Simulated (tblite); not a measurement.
# C8H18BN: the cost of one run

Computed with tblite 0.8.0 and PySCF 2.14.0, with density-fitted response routines of our own, on a single molecule, in the gas phase or a continuum. Atoms are numbered from 0 throughout.

## (1) The starting structure

28 atoms, charge 0, multiplicity 1; geometry from: force field or distance geometry start.

Bonds of the start (Å): C0–N1 1.45, N1–C2 1.46, C2–C3 1.50, C3–C4 1.49, C4–C5 1.49, N1–B6 1.54, B6–C7 1.60, C7–C8 1.54, C8–C9 1.52, C9–N1 1.45, C5–C3 1.53, C0–H10 1.11, C0–H11 1.13, C0–H12 1.10, C2–H13 1.10, C2–H14 1.13, C3–H15 1.13, C4–H16 1.13, C4–H17 1.11, C5–H18 1.10, C5–H19 1.10, B6–H20 1.20, B6–H21 1.17, C7–H22 1.10, C7–H23 1.09, C8–H24 1.10, C8–H25 1.10, C9–H26 1.10, C9–H27 1.09.

## (2) Optimising the geometry with GFN2-xTB

What the job is given:

```
{"job": {"kind": "relax", "xc": "GFN2-xTB", "basis": "xTB"}, "charge": 0, "multiplicity": 1}
C     -0.153000    -0.714500     1.248500
N     -0.461200    -0.148700    -0.053700
C      0.736800    -0.017500    -0.870300
C      1.862300     0.375100     0.032000
C      3.248400     0.596700    -0.457100
C      2.912500    -0.739000     0.119700
B     -1.045900     1.268900     0.040600
C     -2.536500     1.053900    -0.498100
C     -2.729700    -0.394000    -0.004900
C     -1.482800    -0.998900    -0.630600
H     -0.078400     0.057500     2.041700
H     -0.958600    -1.429800     1.589400
H      0.750700    -1.327400     1.159800
H      0.906800    -0.985000    -1.373000
H      0.507800     0.818900    -1.590100
H      1.624200     0.916100     0.997500
H      3.905500     1.215300     0.223400
H      3.479300     0.662300    -1.543900
H      3.287500    -1.047600     1.107400
H      2.810400    -1.547000    -0.624500
H     -0.504800     1.961200    -0.783300
H     -1.010800     1.711800     1.127100
H     -2.548900     1.069300    -1.594900
H     -3.248800     1.747700    -0.058700
H     -2.678300    -0.309600     1.088700
H     -3.660100    -0.839800    -0.382400
H     -1.382700    -2.051800    -0.313000
H     -1.572600    -0.876500    -1.710500
```

The run is started by

```
$ OMP_NUM_THREADS=1 python probes_run.py task.json out
```

This one command runs all jobs of the session in turn.

Q: Estimate the wall time and peak memory of this first job on 1 thread of Intel Xeon at 2.50GHz, shared host.

About 4.5 s, with a peak of 0.18 GiB.
